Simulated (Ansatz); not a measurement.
# HfGa2As2: the cost of one run

Program: Ansatz 0.2.0. Level of theory: DFT PBE, scalar-relativistic, plane waves, PAW. These are calculated values, not measurements.

**1. Starting point**

It takes space group P-3m1 (No. 164, trigonal). Conventional cell: a = 4.166 Å, b = 4.166 Å, c = 7.019 Å, α = 90.00°, β = 90.00°, γ = 120.00°. Hf (site symmetry -3m) is surrounded by 6 As at 3.05 Å. Ga (site symmetry 3m) is surrounded by 4 As at 2.51 to 2.57 Å. As (site symmetry 3m) is surrounded by 4 Ga at 2.51 to 2.57 Å and 3 Hf at 3.05 Å.

Coordinates:

```cif
data_structure
_symmetry_space_group_name_H-M 'P-3m1'
_symmetry_Int_Tables_number 164
_cell_length_a 4.1661
_cell_length_b 4.1661
_cell_length_c 7.0187
_cell_angle_alpha 90.000
_cell_angle_beta 90.000
_cell_angle_gamma 120.000
_cell_volume 105.50
loop_
_atom_site_label
_atom_site_type_symbol
_atom_site_symmetry_multiplicity
_atom_site_Wyckoff_symbol
_atom_site_fract_x
_atom_site_fract_y
_atom_site_fract_z
_atom_site_occupancy
Hf1 Hf 1 a 0.00000 0.00000 0.00000 1
Ga1 Ga 2 d 0.66667 0.33333 0.36751 1
As1 As 2 d 0.66667 0.33333 0.73305 1
```

The cell is invented: species swapped into a database cell of EuZn2As2 (P-3m1, No. 164), with Hf on the Eu sites and Ga on the Zn sites. Its size is a rough estimate.

**2. Probe: one point on a coarse mesh**

The input, input.yaml:

```yaml
crystal:
  lattice:
    - [4.16613953, 0.0, 0.0]
    - [-2.08306977, 3.60798267, 0.0]
    - [0.0, 0.0, 7.01874752]
  atoms:
    - { symbol: Hf, position: [0.0, 0.0, 0.0] }
    - { symbol: Ga, position: [0.66666667, 0.33333333, 0.36750674] }
    - { symbol: Ga, position: [0.33333333, 0.66666667, 0.63249326] }
    - { symbol: As, position: [0.66666667, 0.33333333, 0.73305315] }
    - { symbol: As, position: [0.33333333, 0.66666667, 0.26694685] }
basis:
  ecutwfc: 420
kpoints:
  mp_grid: { grid: [6, 6, 4] }
hamiltonian:
  xc: pbe
scf:
  occupations: { method: gaussian, width: 0.1 }
  lower_state_search: "off"
output:
  forces: true
  stress: true
  eigenvalues: true
```

Run with:

```sh
ansatz run input.yaml --threads 1 --pin off --max-ram 2560MiB --backend cpu --events-out ev --progress --plain --runs-dir out
```

What time and memory should one allow on 1 thread of Intel Xeon 6975P-C (Granite Rapids), shared host?

About 3.6 s, with a peak of 0.49 GiB.
